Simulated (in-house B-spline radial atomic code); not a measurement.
# Tb³⁵⁺: energy to remove an electron

Aim: the energy to take one electron from the outer subshells of Tb³⁵⁺, from Koopmans' value through relaxation to four self-energies.

The numbers are computed with an in-house B-spline radial atomic code, version 1 (Dirac-Hartree-Fock with a diagonal self-energy (second order, or its direct term screened), Breit and QED, no-pair Dirac-Coulomb, B-spline basis), except any that are marked as measured or tabulated.

## (1) What is computed

| Item | Value |
| --- | --- |
| element | terbium (Z = 65) |
| charge | +35 |
| closed shells | [Ar] 3d10 4s2 |
| nucleus | mass number 159, rms radius 5.060 fm |

The outer shells:

Tb35+
```
[Ar] core
3d [↑↓][↑↓][↑↓][↑↓][↑↓]
4s [↑↓]
```

## (2) Running the holes

Settings of the run, as the program recorded them:

```ini
basis_form = 2
Z = 65
core_configuration = [Ar] 3d10 4s2
rms_radius = 5.06
mass_number = 159
speed_of_light = 137.035999084
box_radius = 3.224
lmax = 7
intervals = 57
virtual_cutoff = 16900.0
```

On the command line:

```bash
python run_mb.py task.json out
```

task.json holds these settings.

Before running it: what results should come out? Wanted: outermost subshell; Koopmans; final removal energy; weight of the hole state.

As calculated:

```
                               quantity                                                              value
                     outermost subshell                                                              4s1/2
                               Koopmans                                                          1560.5 eV
                   final removal energy                                                          1561.5 eV
        weight of the hole state (TDHF)                                                              0.994
tabulated theoretical ionisation energy  1559.0 ± 5 eV (NIST Atomic Spectra Database, ionization energies)
```

What this shows: From Koopmans' 1561 eV the 4s1/2 removal energy moves up by 0.94 eV. Relaxation alone (ΔSCF) lowers it by 0.25 eV, and correlation gives back 3.0 eV, since the species with more electrons has more of it. Breit and QED together add -1.8 eV. The tabulated theoretical ionisation energy is 1559.0 ± 5 eV: Koopmans is off by +1.5 eV, second order by +4.5 eV and the final value by +2.5 eV; here the rung 'ΔSCF' happens to come nearest (+1.3 eV). Every rung lies within the reference's own uncertainty, so it ranks none.
